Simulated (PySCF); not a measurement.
# C₆H₉B: spin-spin couplings

Wanted: the spin-spin couplings of C₆H₉B (`BC/C(C)=C\C#C`), by calculation.

The runs use PySCF 2.14.0, with density-fitted response routines of our own; the level of theory stands in each step. All values are computed, except where a source is named. Atoms are numbered from 0 throughout.

### 1 The starting structure

16 atoms, charge 0, multiplicity 1; geometry from: GFN2-xTB.

Bonds of the start (Å): B0–C1 1.57, C1–C2 1.50, C2–C3 1.50, C2–C4 1.34, C4–C5 1.41, C5–C6 1.20, B0–H7 1.17, B0–H8 1.17, C1–H9 1.09, C1–H10 1.10, C3–H11 1.09, C3–H12 1.09, C3–H13 1.09, C4–H14 1.08, C6–H15 1.05.

### 2 Spin-spin couplings: B3LYP/pcJ-1

Job settings and geometry (Å):

```
{"job": {"kind": "j", "xc": "B3LYP", "basis": "pcJ-1"}, "charge": 0, "multiplicity": 1}
B      0.135844     2.103097    -0.350478
C     -0.257345     0.668215    -0.857296
C     -0.488670    -0.356386     0.210465
C     -1.817126    -0.290647     0.894659
C      0.437186    -1.254710     0.559930
C      1.699818    -1.364529    -0.056282
C      2.777279    -1.486305    -0.574543
H      0.397741     2.299635     0.771581
H      0.182066     2.980850    -1.121542
H     -1.133404     0.719673    -1.511217
H      0.569441     0.337937    -1.497784
H     -1.902265    -1.042470     1.675747
H     -2.621236    -0.445159     0.174005
H     -1.957706     0.695885     1.336921
H      0.250979    -1.964337     1.357021
H      3.719801    -1.591803    -1.022599
```

With the program's defaults for keys left out, this is: B3LYP/pcJ-1 indirect spin-spin coupling, non-relativistic, gas phase.

On the command line:

```console
OMP_NUM_THREADS=1 python probes_run.py task.json out
```

One launch serves the whole session: the jobs run in the order shown.

Predict these results of the whole session: largest coupling of the table (B3LYP/pcJ-1).

As calculated:

| quantity | value |
| --- | --- |
| largest coupling of the table (B3LYP/pcJ-1) | ¹J(C,H) C6–H15, 263.3 Hz |

Of the pairs tabulated at B3LYP/pcJ-1, C6–H15 couples most strongly (263.3 Hz; Fermi contact 264.2 Hz). Couplings across rotatable bonds belong to this one conformer; where others are populated, the observed values are averages.
